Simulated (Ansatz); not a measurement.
# PdPt3: equation of state with PBEsol

PdPt3:

```
Pt Pd
1.0
    -1.97194    1.97194    3.91573
     1.97194   -1.97194    3.91573
     1.97194    1.97194   -3.91573
Pt Pd
3 1
Cartesian
  0.0000 0.0000 3.9157
  1.9719 0.0000 1.9579
  0.0000 1.9719 1.9579
  0.0000 0.0000 0.0000
```

The cell comes from a database or a generator and needn't be the stable form of this composition.

```
Program             : Ansatz 0.2.0
Task                : equation of state
Functional          : PBEsol
Potentials or basis : all-electron LAPW, scalar-relativistic
Basis error allowed : 0.001 eV/atom
k mesh              : 10 × 10 × 10
Occupations         : fermi-dirac, width 0.05 eV
Spin                : no spin polarisation
```

```
Equilibrium volume                        : 14.88 Å³/atom
Bulk modulus at fixed shape and positions : 267 GPa
Pressure derivative of the bulk modulus   : 5.5
```

Energy against volume, from the lowest point:
```csv
volume (Å³/atom),energy (meV/atom)
14.313,19.43
14.617,3.89
14.922,0.00
15.226,6.34
15.531,21.63
15.836,44.76
16.140,74.75
```

All runs of the series together: 19 min on 2 threads of Arm Neoverse V2 (shared host).

Caveat: the cell was scaled at fixed shape and fractional positions, which overstates the stiffness of a crystal with free parameters, most of all of layers and chains. The run has no spin-orbit coupling, so splittings on Pt are missing.
